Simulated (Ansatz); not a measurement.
# Cl₂FH₂NSn: up Jacob's ladder to CCSD(T)

How much do the methods differ for Cl₂FH₂NSn? The plan is to run it at one geometry with functionals of several rungs and with coupled cluster, and see how far each lands from CCSD(T) at the basis-set limit for the atomisation energy.

Program: Ansatz 0.2.0, Gaussian basis. Level of theory: functionals in def2-TZVPP, the program's frozen cores in correlated methods. These are calculated values, not measurements.

Levels to be run: LDA (SPW92), PBE-D4, revPBE-D4, BLYP-D4, r2SCAN-D4, B97M-V, PBE0-D4, B3LYP-D4, r2SCANh-D4, r2SCAN0-D4, HSE06-D4, BHLYP-D4, CAM-B3LYP-D4, LC-ωPBE, ωB97X-V, ωB97M-V, B2PLYP, PBE-QIDH; CCSD(T)/def2-SVP; CCSD(T)/def2-TZVPP; MP2/def2-QZVPP; extrapolation to the limit; RPA on PBE.

## 1. Structure used throughout

An earlier PBE0-D4 in a triple-zeta def2 set relaxation fixed the geometry. Sn takes the def2 core potential; no spin-orbit term is included.

SMILES `[NH2][Sn]([F])([Cl])[Cl]`, 7 atoms, charge 0, spin multiplicity 1.

Atoms are counted from 1 here; the program's logs count them from 0.

Bond lengths: N1–Sn2 1.989 Å, N1–H6 1.013 Å, N1–H7 1.013 Å, Sn2–F3 1.897 Å, Sn2–Cl4 2.295 Å, Sn2–Cl5 2.295 Å. Angles: Sn2–N1–H6 112.4°, Sn2–N1–H7 112.4°, H6–N1–H7 108.7°, N1–Sn2–F3 109.3°, N1–Sn2–Cl4 112.4°, N1–Sn2–Cl5 112.6°, F3–Sn2–Cl4 104.9°, F3–Sn2–Cl5 104.8°, Cl4–Sn2–Cl5 112.2°.

Coordinates:

```csv
atom,x (Å),y (Å),z (Å)
N1,-0.3427,0.6209,1.1623
Sn2,0.2883,-0.4047,-0.4207
F3,1.5737,-1.6842,0.1344
Cl4,-1.3875,-1.6361,-1.3908
Cl5,1.3920,0.9108,-1.9432
H6,-1.3383,0.5178,1.3166
H7,-0.1243,1.6076,1.0957
```

## 2. LDA

This LDA is Slater exchange with PW92 correlation.

Contents of in.yaml:

```yaml
crystal:
  periodic: [false, false, false]
  atoms:
    - {symbol: N, position_ang: [-0.342702, 0.620896, 1.162296]}
    - {symbol: Sn, position_ang: [0.288305, -0.404703, -0.420699]}
    - {symbol: F, position_ang: [1.573711, -1.684235, 0.134362]}
    - {symbol: Cl, position_ang: [-1.387498, -1.636130, -1.390763]}
    - {symbol: Cl, position_ang: [1.392041, 0.910829, -1.943233]}
    - {symbol: H, position_ang: [-1.338324, 0.517757, 1.316624]}
    - {symbol: H, position_ang: [-0.124333, 1.607586, 1.095713]}
basis:
  gaussian: {orbitals: def2-TZVPP}
hamiltonian: {xc: lda}
output: {orbitals: {seedname: orbitals}}
```

Run with:

```console
> ansatz run in.yaml --threads 4 --pin off --events-out ev --progress --plain --max-ram 10444MiB
```

The runs that follow: PBE-D4 (GGA); revPBE-D4 (GGA); BLYP-D4 (GGA); r2SCAN-D4 (meta-GGA); B97M-V (meta-GGA); B3LYP-D4 (hybrid); r2SCANh-D4 (hybrid); r2SCAN0-D4 (hybrid); HSE06-D4 (hybrid); BHLYP-D4 (hybrid); CAM-B3LYP-D4 (range-separated); LC-ωPBE (range-separated); ωB97X-V (range-separated); ωB97M-V (range-separated); B2PLYP (double hybrid); PBE-QIDH (double hybrid); CCSD(T) in def2-SVP; CCSD(T) in def2-TZVPP; MP2 in def2-QZVPP; RPA on PBE orbitals.

Q: Predict the results of all the runs planned. Wanted: atomisation energy, CCSD(T)/CBS; farthest beyond LDA; mean size of error, GGA; mean size of error, meta-GGA; mean size of error, hybrid; mean size of error, range-separated; mean size of error, double hybrid; gap, smallest and largest; T1 diagnostic.

**Answer**, as computed:

| quantity | value |
| --- | --- |
| atomisation energy, CCSD(T)/CBS | 520.3 kcal/mol |
| functionals within 5.2 kcal/mol (1.0 %) | B97M-V, ωB97X-V |
| farthest beyond LDA | BHLYP-D4 (-34.7 kcal/mol) |
| mean size of error, GGA | 9.1 kcal/mol |
| mean size of error, meta-GGA | 4.4 kcal/mol |
| mean size of error, hybrid | 17.5 kcal/mol |
| mean size of error, range-separated | 7.0 kcal/mol |
| mean size of error, double hybrid | 16.4 kcal/mol |
| gap, smallest and largest | 3.79 eV (LDA (SPW92)), 11.51 eV (LC-ωPBE) |
| T1 diagnostic | 0.0124 |
| triples share of the correlation energy | 3.6 % |

The LDA atomisation energy is off by 81.9 kcal/mol (16 %): it overbinds. PBE-D4 is off by +6.4 kcal/mol. Double hybrids carry the basis error of their MP2 part in triple zeta, and no dispersion term here, so their miss is partly the set-up's. By mean error the best rung here is meta-GGA (4.4 kcal/mol) and the worst beyond LDA is hybrid (17.5 kcal/mol). The gap between the best rungs is small, so their order is not settled. The mean of the hybrids holds BHLYP, with half exact exchange. Misses under about 5.2 kcal/mol are within the doubt on the reference itself, which lacks core-valence correlation, spin-orbit coupling and higher excitations, and its outer-core shells are covered unevenly. All levels share the lack of spin-orbit coupling, which lowers the free heavy atoms and so the true binding. Hartree-Fock recovers 64 % of the binding; the rest is correlation. CCSD(T) in def2-SVP is off by -61.5 kcal/mol, worse than the median functional, from the basis alone. Orbital gaps span 3.8 to 11.5 eV; exact exchange widens them. Correlated methods include outer-core shells of Sn, which these sets cover unevenly.
